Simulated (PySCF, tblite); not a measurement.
# C₅H₄Br radical: geometry, infrared bands and EPR parameters

Wanted: the infrared bands and EPR parameters of C₅H₄Br radical (`[H]/[C]=C(\C#C)CBr`), by calculation.

Computed with tblite 0.8.0 and PySCF 2.14.0, with density-fitted response routines of our own, on a single molecule in the gas phase. Atoms count from 0, in the outputs and in this text.

### Step 1. The molecule as given

10 atoms, charge 0, multiplicity 2; geometry from: force field or distance geometry start.

Bonds of the start (Å): C0–C1 1.30, C1–C2 1.44, C2–C3 1.19, C1–C4 1.49, C4–Br5 1.94, C0–H6 1.07, C3–H7 1.07, C4–H8 1.10, C4–H9 1.10.

### Step 2. Optimising the geometry with GFN2-xTB

The job: settings as JSON, then the geometry in Å.

```
{"job": {"kind": "relax", "xc": "GFN2-xTB", "basis": "xTB"}, "charge": 0, "multiplicity": 2}
C      0.189800     1.599700     0.513600
C     -0.023200     0.393800     0.071600
C      1.166900    -0.366800    -0.201900
C      2.143900    -0.995600    -0.455200
C     -1.371600    -0.193800    -0.179400
Br    -2.016500    -1.085400     1.419100
H      0.352500     2.593100     0.873000
H      3.028800    -1.564300    -0.651200
H     -1.347100    -0.948500    -0.978600
H     -2.114600     0.572500    -0.433500
```

Run with:

```
> OMP_NUM_THREADS=1 python probes_run.py task.json out
```

The driver reads the jobs from task.json and runs them one after another.

The log of the run:

```text
step      E/eV     max force
  0    -452.09209    1.963
  1    -452.05677    4.398
  2    -452.14453    0.360
  3    -452.14993    0.310
  4    -452.15886    0.242
  5    -452.16108    0.232
  6    -452.16275    0.144
  7    -452.16402    0.113
  8    -452.16577    0.107
  9    -452.16738    0.122
 10    -452.17072    0.204
 11    -452.17573    0.295
 12    -452.18248    0.330
 13    -452.19329    0.412
 14    -452.20789    0.414
 15    -452.21785    0.365
 16    -452.22076    0.606
 17    -452.23258    0.287
 18    -452.23828    0.198
 19    -452.24298    0.194
 20    -452.24679    0.242
 21    -452.25177    0.219
 22    -452.25581    0.163
 23    -452.25890    0.152
 24    -452.26130    0.183
 25    -452.26344    0.189
 26    -452.26505    0.135
 27    -452.26610    0.067
 28    -452.26661    0.063
 29    -452.26704    0.062
 30    -452.26775    0.075
 31    -452.26865    0.087
 32    -452.26946    0.094
 33    -452.27000    0.095
 34    -452.27051    0.081
 35    -452.27132    0.095
 36    -452.27252    0.123
 37    -452.27398    0.111
 38    -452.27543    0.130
 39    -452.27671    0.112
 40    -452.27771    0.079
 41    -452.27838    0.068
 42    -452.27868    0.043
 43    -452.27881    0.032
 44    -452.27893    0.026
 45    -452.27905    0.030
 46    -452.27917    0.042
 47    -452.27929    0.039
 48    -452.27941    0.030
 49    -452.27951    0.033
 50    -452.27961    0.032
 51    -452.27973    0.056
 52    -452.27991    0.062
 53    -452.28023    0.066
 54    -452.28065    0.063
 55    -452.28104    0.049
 56    -452.28134    0.075
 57    -452.28165    0.064
 58    -452.28209    0.070
 59    -452.28262    0.063
 60    -452.28305    0.048
 61    -452.28333    0.050
 62    -452.28362    0.056
 63    -452.28400    0.069
 64    -452.28446    0.063
 65    -452.28478    0.042
 66    -452.28495    0.031
 67    -452.28504    0.028
 68    -452.28527    0.032
 69    -452.28547    0.037
 70    -452.28562    0.037
 71    -452.28570    0.032
 72    -452.28578    0.026
 73    -452.28590    0.032
 74    -452.28604    0.030
 75    -452.28613    0.022
 76    -452.28617    0.023
 77    -452.28621    0.024
 78    -452.28625    0.021
 79    -452.28628    0.015
 80    -452.28629    0.008
```

Run time: 0.31 s. Hardware: 1 thread of Arm Neoverse V2, shared host.

Relaxation path: (not every step is listed) (the energy doesn't fall at every step)

| step | energy from step 0 (eV) | largest force (eV/Å) |
| --- | --- | --- |
| 0 | 0.0000 | 1.9630 |
| 1 | 0.0353 | 4.3976 |
| 2 | -0.0524 | 0.3600 |
| 3 | -0.0578 | 0.3098 |
| 4 | -0.0668 | 0.2421 |
| 5 | -0.0690 | 0.2320 |
| 6 | -0.0707 | 0.1437 |
| 7 | -0.0719 | 0.1131 |
| 8 | -0.0737 | 0.1069 |
| 14 | -0.1158 | 0.4143 |
| 20 | -0.1547 | 0.2423 |
| 26 | -0.1730 | 0.1346 |
| 32 | -0.1774 | 0.0935 |
| 38 | -0.1833 | 0.1301 |
| 44 | -0.1868 | 0.0264 |
| 50 | -0.1875 | 0.0321 |
| 56 | -0.1893 | 0.0753 |
| 62 | -0.1915 | 0.0559 |
| 68 | -0.1932 | 0.0323 |
| 74 | -0.1940 | 0.0297 |
| 75 | -0.1940 | 0.0221 |
| 76 | -0.1941 | 0.0229 |
| 77 | -0.1941 | 0.0241 |
| 78 | -0.1942 | 0.0206 |
| 79 | -0.1942 | 0.0154 |
| 80 | -0.1942 | 0.0077 |

Distances of close pairs at the start and the end, largest changes first:

| bond | before (Å) | after (Å) | change (Å) |
| --- | --- | --- | --- |
| C4–Br5 | 1.941 | 1.969 | +0.028 |
| C3–H7 | 1.070 | 1.050 | -0.020 |
| C2–C3 | 1.189 | 1.200 | +0.011 |
| C1–C2 | 1.439 | 1.428 | -0.010 |
| C4–H8 | 1.099 | 1.090 | -0.010 |
| C4–H9 | 1.097 | 1.089 | -0.009 |
| C1–C4 | 1.492 | 1.501 | +0.009 |
| C0–H6 | 1.069 | 1.063 | -0.006 |

The next job starts from the end point, and lists it.

### Step 3. Vibrational analysis with GFN2-xTB

The job: settings as JSON, then the geometry in Å.

```
{"job": {"kind": "ir", "xc": "GFN2-xTB", "basis": "xTB"}, "charge": 0, "multiplicity": 2}
C      0.016227     1.758506     0.412808
C     -0.083601     0.511247     0.042895
C      1.081983    -0.291724    -0.147833
C      2.063797    -0.966749    -0.292888
C     -1.394826    -0.181615    -0.186456
Br    -1.748816    -1.503011     1.229729
H      0.774458     2.472589     0.626293
H      2.911737    -1.570962    -0.424884
H     -1.387988    -0.746828    -1.118100
H     -2.224088     0.523202    -0.164092
```

The log of the run:

```text
mode    cm-1     km/mol
  1      43.9      1.95
  2     113.2      1.22
  3     165.6      0.79
  4     248.7      1.15
  5     312.3     10.03
  6     437.7      0.86
  7     466.2     20.09
  8     584.4      4.14
  9     639.8     37.78
 10     646.1     37.90
 11     688.1      7.25
 12     713.4     19.65
 13     803.1      2.57
 14     894.1      1.00
 15    1101.5      0.46
 16    1160.6      8.47
 17    1213.1     35.80
 18    1411.4      1.32
 19    1666.3      5.46
 20    2236.3      0.71
 21    2990.1      4.32
 22    3008.2      3.45
 23    3218.8      4.56
 24    3386.2     10.09
```

Wall time 0.18 s (1 thread of Arm Neoverse V2, shared host).

The strongest bands and the atoms that carry them (share of the mass-weighted mode):

| cm⁻¹ | km/mol | atoms |
| --- | --- | --- |
| 312 | 10.0 | C0 26 %, H6 21 %, C4 11 % |
| 466 | 20.1 | C1 33 %, C4 25 %, C2 14 % |
| 640 | 37.8 | H7 69 %, H6 14 %, C3 10 % |
| 646 | 37.9 | H7 51 %, H6 25 % |
| 713 | 19.6 | H6 42 %, C0 21 %, H7 15 %, C4 11 % |
| 1161 | 8.5 | C1 41 %, H8 26 %, H9 14 %, C4 11 % |
| 1213 | 35.8 | H9 53 %, H8 32 %, C4 11 % |
| 3386 | 10.1 | H7 86 %, C3 13 % |

### Step 4. EPR parameters: B3LYP/def2-TZVP-core+pcH-1

Settings changed since step 3:

```diff
@@ -1,2 +1,2 @@
-{"job": {"kind": "ir", "xc": "GFN2-xTB", "basis": "xTB"}, "charge": 0, "multiplicity": 2}
+{"job": {"kind": "epr", "basis": "pcH-1"}, "charge": 0, "multiplicity": 2}
 C      0.016227     1.758506     0.412808
```

Level: UKS B3LYP, def2-TZVP-core on Br, pcH-1 on C H, non-relativistic, mean-field spin-orbit, GIAO.

The log of the run:

```text
UKS, coarse grid
  cycle   1  E = -2766.91735220  |g| = 1.57e+00
  cycle   2  E = -2766.93048418  |g| = 5.47e-01
  cycle   3  E = -2766.94209698  |g| = 3.22e-01
  cycle   4  E = -2766.96660254  |g| = 1.61e-01
  cycle   5  E = -2766.97989522  |g| = 2.89e-02
  cycle   6  E = -2766.98022973  |g| = 1.39e-02
  cycle   7  E = -2766.98033826  |g| = 4.14e-03
  cycle   8  E = -2766.98035496  |g| = 1.71e-03
  cycle   9  E = -2766.98036575  |g| = 1.29e-03
  cycle  10  E = -2766.98036900  |g| = 7.04e-04
UKS, final grid
  cycle   1  E = -2766.98037213  |g| = 7.65e-04
  cycle   2  E = -2766.98037198  |g| = 1.19e-03
  cycle   3  E = -2766.98037264  |g| = 1.61e-04
  cycle   4  E = -2766.98037272  |g| = 1.83e-04
  cycle   5  E = -2766.98037277  |g| = 8.70e-05
  cycle   6  E = -2766.98037278  |g| = 4.99e-05
  cycle   7  E = -2766.98037279  |g| = 1.80e-05
E = -2766.98037279 Eh   <S^2> = 0.7628 (exact 0.7500)
g shifts (ppm)      1          2          3
  rmc          -153       -153       -153
  gc             29         -7          9
  oz_so        -814        -66       1938
  total        -937       -226       1795
hyperfine (MHz)  atom isotope    a_iso     a_fc   dipolar eigenvalues
    0   13C     310.35     310.49    -86.03    -59.16    145.20
    1   13C       0.18       0.21    -20.53      3.49     17.04
    2   13C     100.88     100.88     -6.76     -1.11      7.88
    3   13C       9.59       9.59     -9.97      1.20      8.78
    4   13C      55.39      55.28     -3.99     -3.56      7.55
    5  79Br      -8.28      -7.50    -13.15      5.66      7.49
    6    1H      36.60      36.60    -33.32     -9.10     42.42
    7    1H       1.80       1.80     -2.23      0.41      1.81
    8    1H      -1.24      -1.26     -2.60     -2.10      4.70
    9    1H      -2.81      -2.83     -6.11     -2.75      8.86
```

It took 1.8 min on 1 thread of Arm Neoverse V2, shared host; peak memory 1.1 GiB.

Principal g values 2.00138, 2.00209, 2.00411; g(iso) = 2.00253, against 2.00232 for a free electron.

Mean a(iso) over the nuclei that a row names, and the largest dipolar term of the row (other rows stand at the frozen geometry):

| nuclei | isotope | a(iso) (MHz) | a(iso) (G, at g = 2.0023) | largest dipolar term (MHz) |
| --- | --- | --- | --- | --- |
| C0 | 13C | 310.3 | 110.7 | 145.2 |
| C2 | 13C | 100.9 | 36.0 | 7.9 |
| C4 | 13C | 55.4 | 19.8 | 7.5 |
| H6 | 1H | 36.6 | 13.1 | 42.4 |
| C3 | 13C | 9.6 | 3.4 | -10.0 |
| Br5 | 79Br | -8.3 | -3.0 | -13.2 |
| H8, H9 | 1H | -2.0 | -0.7 | 8.9 |
| H7 | 1H | 1.8 | 0.6 | -2.2 |
| C1 | 13C | 0.2 | 0.1 | -20.5 |

Mulliken spin populations:

| atom | value (e) |
| --- | --- |
| C0 | 1.07 |
| C1 | -0.16 |
| C2 | 0.05 |
| C3 | 0.00 |
| C4 | 0.03 |
| Br5 | 0.00 |
| H6 | 0.01 |
| H7 | 0.00 |
| H8 | 0.00 |
| H9 | 0.00 |

In first order the couplings over 0.8 MHz of 1H, 79Br give 48 distinct lines over 24.0 G, if the averaged nuclei exchange fast.

Orbitals, density, ELF and potential are computed afterwards from the orbital file.

ELF in a plane through or near 7 of the atoms.

Values, 10 rows by 14 columns:
```
0.00 0.00 0.00 0.00 0.00 0.00 0.00 0.00 0.00 0.00 0.00 0.00 0.00 0.00
0.00 0.00 0.00 0.00 0.00 0.00 0.07 0.07 0.01 0.00 0.00 0.00 0.00 0.00
0.00 0.00 0.00 0.00 0.00 0.26 0.99 0.96 0.44 0.38 0.00 0.00 0.00 0.00
0.00 0.00 0.00 0.01 0.03 0.02 0.60 0.30 0.87 0.70 0.02 0.00 0.00 0.00
0.00 0.00 0.02 0.29 0.63 0.59 0.49 0.38 0.38 0.10 0.60 0.02 0.00 0.00
0.00 0.00 0.68 0.93 0.26 0.46 0.69 0.53 0.47 0.91 0.93 0.06 0.00 0.00
0.00 0.00 0.94 0.99 0.69 0.75 0.26 0.04 0.54 0.34 0.04 0.00 0.00 0.00
0.00 0.00 0.00 0.04 0.08 0.09 0.00 0.06 0.25 0.40 0.24 0.02 0.00 0.00
0.00 0.00 0.00 0.00 0.00 0.00 0.00 0.01 0.07 0.08 0.01 0.00 0.00 0.00
0.00 0.00 0.00 0.00 0.00 0.00 0.00 0.00 0.00 0.00 0.00 0.00 0.00 0.00
```
The map spans 11.6 Å across and 10.5 Å up, centred on the molecule. Atoms in the plane (x, y in Å): C0 (0.4, 1.8), C1 (0.2, 0.5), C2 (-1.1, -0.1), C3 (-2.2, -0.5), C4 (1.3, -0.5), H6 (-0.2, 2.6), H7 (-3.2, -0.9).

On the surface of density 0.002 e/bohr³ the electrostatic potential runs, from the 1st to the 99th percentile, from -0.83 V near Br5 to 1.54 V near H7.

The spin density lies nearest to C0 72 %; H6 9 %; C1 7 % (beta excess).

### Step 5. What came out

```
                                 quantity                 value
strongest single infrared mode (GFN2-xTB)   646 cm⁻¹, 38 km/mol
             zero-point energy (GFN2-xTB)         40.2 kcal/mol
                           g(iso) (B3LYP)               2.00253
                                     ⟨S²⟩    0.763 (exact 0.75)
       largest a(iso) (averaged by class)  13C on C0, 310.3 MHz
    surface potential, 1st and 99th percentile    -0.83 V and 1.54 V
```

**Reading.** Relaxing lowered the energy by 0.194 eV in 80 steps; the close pair that moved most is C4–Br5, from 1.941 to 1.969 Å. All 24 modes are real, so the xTB geometry is a minimum. The strongest single mode, at 646 cm⁻¹, moves mainly H7. GFN2-xTB is a fitted tight-binding method: band positions and strengths are rough. Its intensities can rank the bands wrongly. Most of the unpaired spin sits on C0 (1.07 e). The isotropic g lies 0.2 ppt above the free-electron value. The hyperfine terms hold no scalar relativity, which the heavier nuclei need.
